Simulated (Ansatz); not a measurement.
# CH3BF2: small, medium and large basis sets

One table from this session's results is given with a row withheld; the runs are named, their logs left out.

The runs use Ansatz 0.2.0, Gaussian basis; one geometry, several basis sets.

Plan: PBE0-D4/def2-SVP; ωB97M-V/def2-SVP; PBE0-D4/def2-QZVPP; ωB97M-V/def2-QZVPP; the functionals' def2-TZVPP values are taken from earlier runs.

## The relaxed structure

The geometry comes from an earlier relaxation with PBE0-D4 in a triple-zeta def2 set; it is a stationary point, not always the lowest conformer.

SMILES `CB(F)F`, 7 atoms, charge 0, spin multiplicity 1.

Atoms are counted from 1 here; the program's logs count them from 0.

Bond lengths: C1–B2 1.555 Å, C1–H5 1.089 Å, C1–H6 1.093 Å, C1–H7 1.095 Å, B2–F3 1.322 Å, B2–F4 1.324 Å. Angles: B2–C1–H5 112.8°, B2–C1–H6 110.5°, B2–C1–H7 109.6°, H5–C1–H6 109.2°, H5–C1–H7 108.5°, H6–C1–H7 106.0°, C1–B2–F3 122.8°, C1–B2–F4 121.4°, F3–B2–F4 115.8°.

Set-up of the first run:

Contents of in.yaml:

```yaml
crystal:
  periodic: [false, false, false]
  atoms:
    - {symbol: C, position_ang: [-0.093557, 0.681567, -0.046386]}
    - {symbol: B, position_ang: [0.154846, -0.849253, 0.065296]}
    - {symbol: F, position_ang: [0.638882, -1.417959, 1.156600]}
    - {symbol: F, position_ang: [-0.118711, -1.667909, -0.938059]}
    - {symbol: H, position_ang: [0.268361, 1.232809, 0.820666]}
    - {symbol: H, position_ang: [0.377519, 1.081038, -0.948446]}
    - {symbol: H, position_ang: [-1.166139, 0.871806, -0.155471]}
basis:
  gaussian: {orbitals: def2-SVP}
hamiltonian: {xc: pbe0, dispersion: d4}
output: {orbitals: {seedname: orbitals}}
```

Run with:

```console
> ansatz run in.yaml --threads 4 --pin off --events-out ev --progress --plain --max-ram 10444MiB
```

Among the steps run: PBE0-D4 in def2-SVP; ωB97M-V in def2-SVP; PBE0-D4 in def2-QZVPP; ωB97M-V in def2-QZVPP.

One table of the session follows, with a row left open; its other results are not shown here.

It belongs to the step «Density functionals: the series». 

```
functional       basis  HOMO (eV)  LUMO (eV)
   PBE0-D4    def2-SVP     -10.16       0.55
   PBE0-D4  def2-TZVPP     -10.26       0.37
   PBE0-D4  def2-QZVPP     -10.28       0.32
   ωB97M-V    def2-SVP     -12.53       2.74
   ωB97M-V  def2-TZVPP     -12.64       1.92
   ωB97M-V  def2-QZVPP          ?          ?
```

Estimate the missing values for ωB97M-V, def2-QZVPP.

The run gave: HOMO (eV): -12.66; LUMO (eV): 1.56. In the column «HOMO (eV)» it is the lowest.
